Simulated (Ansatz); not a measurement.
# CsCuAg3: the cost of one run

Method: DFT PBE, scalar-relativistic, plane waves, PAW, unless a step names another level, in Ansatz 0.2.0.

### Step 1. The structure to begin with

It takes space group P6/mmm (No. 191, hexagonal). The conventional cell has a = 5.472 Å, b = 5.472 Å, c = 6.482 Å, α = 90.00°, β = 90.00°, γ = 120.00°. Around Cs (site symmetry 6/mmm) lie 2 Cu at 3.24 Å. Cu (site symmetry 6/mmm) has 6 Ag at 2.74 Å as nearest neighbours. Around Ag (site symmetry mmm) lie 4 Ag at 2.74 Å and 2 Cu at 2.74 Å.

As a file:

```xyz
5
Lattice="5.4722 0.0000 0.0000 -2.7361 4.7391 0.0000 0.0000 0.0000 6.4816" Properties=species:S:1:pos:R:3 pbc="T T T"
Cs    0.0000    0.0000    0.0000
Cu    0.0000    0.0000    3.2408
Ag    2.7361    0.0000    3.2408
Ag   -1.3680    2.3695    3.2408
Ag    1.3680    2.3695    3.2408
```

It came out lowest among 20 distinct ends of the trial cells. At a tolerance of 0.05 Å it has space group P6/mmm (No. 191).

### Step 2. Relaxing to 0.001 eV/Å, on the response runs' mesh and smearing

File input.yaml:

```yaml
crystal:
  lattice:
    - [5.4721849283, 0.0, 0.0]
    - [-2.7360924642, 4.7390511621, 0.0]
    - [0.0, 0.0, 6.4815768626]
  atoms:
    - { symbol: Cs, position: [0.0, 0.0, 0.0] }
    - { symbol: Cu, position: [0.0, 0.0, 0.5] }
    - { symbol: Ag, position: [0.5, 0.0, 0.5] }
    - { symbol: Ag, position: [0.0, 0.5, 0.5] }
    - { symbol: Ag, position: [0.5, 0.5, 0.5] }
basis:
  ecutwfc: 420
kpoints:
  mp_grid: { grid: [6, 6, 6] }
hamiltonian:
  xc: pbe
scf:
  occupations: { method: gaussian, width: 0.1 }
output:
  forces: true
  stress: true
  eigenvalues: true
relax:
  adjacent_minimum: "off"
  f_tol: 0.001
  max_steps: 60
  cell: { stress_tol: 0.01 }
```

Command:

```
$ ansatz run input.yaml --threads 3 --pin off --max-ram 7680MiB --backend cpu --events-out ev --progress --plain --runs-dir out
```

What time and memory should one allow on 3 threads of Arm Neoverse V2, shared host?

About 12 s, with a peak of 0.61 GiB.
